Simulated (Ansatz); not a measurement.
# B3LYP/def2-SVP (core potential) run of AlICl2 (SMILES [Cl][Al]([Cl])[I])

Aim: the electronic atomisation energy of AlICl2 at B3LYP/def2-SVP (core potential), from 4 runs. 

The calculation is run with Ansatz 0.2.0.

55 further runs of the same task are left out: 2 that didn't finish, 53 set aside as unsound or not needed.

## 1. The structure to begin with

AlICl2 has 4 atoms, charge 0, and is taken as a singlet. As SMILES, `[Cl][Al]([Cl])[I]`. The coordinates come from a PBE0-D4/def2-TZVP relaxation.

Bond lengths: Cl1–Al2 2.074 Å, Al2–Cl3 2.074 Å, Al2–I4 2.439 Å. Angles: Cl1–Al2–Cl3 119.2°, Cl1–Al2–I4 120.4°, Cl3–Al2–I4 120.4°.

## 2. The energy at B3LYP/def2-SVP (core potential)

Input file job.yaml:

```yaml
crystal:
  periodic: [false, false, false]
  atoms:
    - {symbol: Cl, position_ang: [0.840100, 0.602400, 1.844800]}
    - {symbol: Al, position_ang: [0.064800, -0.065200, 0.041100]}
    - {symbol: Cl, position_ang: [0.546700, -1.969000, -0.624800]}
    - {symbol: I, position_ang: [-1.396100, 1.371600, -1.281300]}
basis:
  gaussian:
    orbitals: def2-SVP
hamiltonian:
  xc: {name: B3LYP}
accuracy: high
output: {orbitals: {seedname: orbitals}}
```

Run with:

```bash
$ ansatz run job.yaml --threads 1 --pin off --max-ram 2610MiB --events-out events.jsonl --progress --plain --runs-dir runs
```

The log of the run:

```text
Warning: RAYON_NUM_THREADS=1 ignored (pool sized by the plan → 1); use --threads N
Functional definition: B3LYP
  name "B3LYP"
  parameter a0 = 0.2
  parameter ax = 0.72
  parameter ac = 0.81
  exchange = (1 - a0 - ax)*slater_x + ax*b88_x + a0*exact_x
  correlation = (1 - ac)*vwn_rpa_c + ac*lyp_c
1597 factors; integrals over basis functions are off by at most 6.3e-9 eV
mean field evaluation 1: about -39741.4612 eV, gradient 1.7e1 eV
mean field evaluation 2: about -39741.1810 eV, gradient 2.0e1 eV
mean field evaluation 4: about -39742.2892 eV, gradient 4.2e-1 eV
mean field evaluation 8: about -39742.3545 eV, gradient 6.7e-2 eV
mean field evaluation 16: about -39742.3545 eV, gradient 8.5e-7 eV
mean field -39742.35446953 eV, -1460.5045884200 hartree, gradient 1.1e-8 eV, S^2 0.000000; 0 other end points of the search recorded, 0 dependent functions left out
reference -39742.35450421 eV, -1460.5045896942 hartree; 36, 36 occupied and 44, 44 virtual orbitals, 1597 factors
Total energy: -39742.35450421 eV, -1460.5045896942 hartree
```

Run time: 8.4 s. Hardware: 1 thread of Arm Neoverse V1, shared host; peak memory 0.28 GiB.

## 3. The Al atom at the same level

Input file in.yaml:

```yaml
crystal:
  periodic: [false, false, false]
  atoms:
    - {symbol: Al, position_ang: [0.000000, 0.000000, 0.000000]}
basis:
  gaussian: {orbitals: def2-SVP}
magnetization: {spin_polarized: true, initial_magnetization: 1}
hamiltonian: {xc: {name: B3LYP}}
accuracy: high
```

Run the same way, it converges to -242.30157 Eh (log not shown).

## 4. The Cl atom

Input file molecule.yaml:

```yaml
crystal:
  periodic: [false, false, false]
  atoms:
    - {symbol: Cl, position_ang: [0.000000, 0.000000, 0.000000]}
basis:
  gaussian:
    orbitals: def2-SVP
magnetization:
  spin_polarized: true
  initial_magnetization: 1
hamiltonian:
  xc: {name: B3LYP}
accuracy: high
```

Run the same way, it converges to -460.00600 Eh (log not shown).

## 5. The I atom, same level

Input file in.yaml:

```yaml
crystal:
  periodic: [false, false, false]
  atoms:
    - {symbol: I, position_ang: [0.000000, 0.000000, 0.000000]}
basis:
  gaussian:
    orbitals: def2-SVP
magnetization:
  spin_polarized: true
  initial_magnetization: 1
hamiltonian:
  xc: {name: B3LYP}
accuracy: high
```

Run the same way, it converges to -297.76847 Eh (log not shown).

## 6. Results

At B3LYP/def2-SVP (core potential):

```
                     quantity           value
       molecule: total energy  -1460.50459 Eh
        molecule: HOMO energy        -7.81 eV
        molecule: LUMO energy        -1.55 eV
      molecule: HOMO–LUMO gap         6.26 eV
        Al atom: total energy   -242.30157 Eh
                Al atom: ⟨S²⟩           0.753
        Cl atom: total energy   -460.00600 Eh
                Cl atom: ⟨S²⟩           0.752
         I atom: total energy   -297.76847 Eh
                 I atom: ⟨S²⟩           0.751
electronic atomisation energy       11.498 eV
```

**Reading.** Taking the molecule apart into free atoms costs 11.50 eV (1109 kJ/mol), before zero-point energy and without spin-orbit coupling.
